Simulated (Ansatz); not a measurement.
Working through an SCF with error handling of Mg, space group Im-3m

Computed with Ansatz 0.2.0 through its Python package.

Notebook, run cell by cell (the value of a cell's last expression is shown):

In [1]:
```python
import warnings

import ansatz as az
```

In [2]:
```python
crystal = (
    az.Lattice.of((-1.4765, 1.4765, 1.4765), (1.4765, -1.4765, 1.4765), (1.4765, 1.4765, -1.4765))
    .atom('Mg', (0.0, 0.0, 0.0))
)
```

In [3]:
```python
[site.symbol for site in crystal.resolved().sites]
```
Out [3]:
```text
['Mg']
```

In [4]:
```python
base = (
    crystal.calculation()
    .accuracy('medium')
    .occupations('cold', width=0.01)
    .functional(az.Functional.R2SCAN, dispersion='d3bjatm')
    .eigensolver('davidson', mixed_precision=False)
    .kpoints(length=12)
    .pseudopotentials('nc')
)

with warnings.catch_warnings(record=True) as caught:
    warnings.simplefilter('always')
    done = base.forces().stress().run()
for item in caught:
    if issubclass(item.category, (az.RunWarning, az.DeckWarning)):
        print(item.category.__name__, '-', str(item.message)[:120])
summary = done.report

summary['published_state_doubts']
```
```text
DeckWarning - basis.ecutwfc = 1142.878222 eV, auto-derived from the records' recommended cutoffs: set by Mg (normal level)
```
Out [4]:
```text
[]
```

In [5]:
```python
doubts = summary['published_state_doubts']
if doubts or summary.get('closed_by') != 'deck_thresholds':
    print('rejected:', doubts, summary.get('closed_by'))
else:
    print(f'accepted: F = {summary["free_energy_ev"]:.5f} eV')
```
```text
accepted: F = -1651.49555 eV
```

What to keep in mind:
- The settings weren't tested for convergence.
- Such functionals run on norm-conserving files made under PBE, which can move pressures by some GPa.
- Dispersion corrections can be off by several per cent in the lattices of metals, and by several GPa in the pressure at a fixed cell.
- For a metal this mesh is far too coarse, so the numbers only illustrate the procedure.
- At these settings the cell as given stands under about 61 GPa, so it isn't at this functional's equilibrium volume and may be a high-pressure phase.
- This isn't the structure that Mg takes at ambient conditions.
- Timing: 2.1 s on 1 thread of Intel(R) Xeon(R) Platinum 8259CL CPU @ 2.50GHz (Skylake/Cascade Lake), on a shared host, peak memory 0.41 GiB.
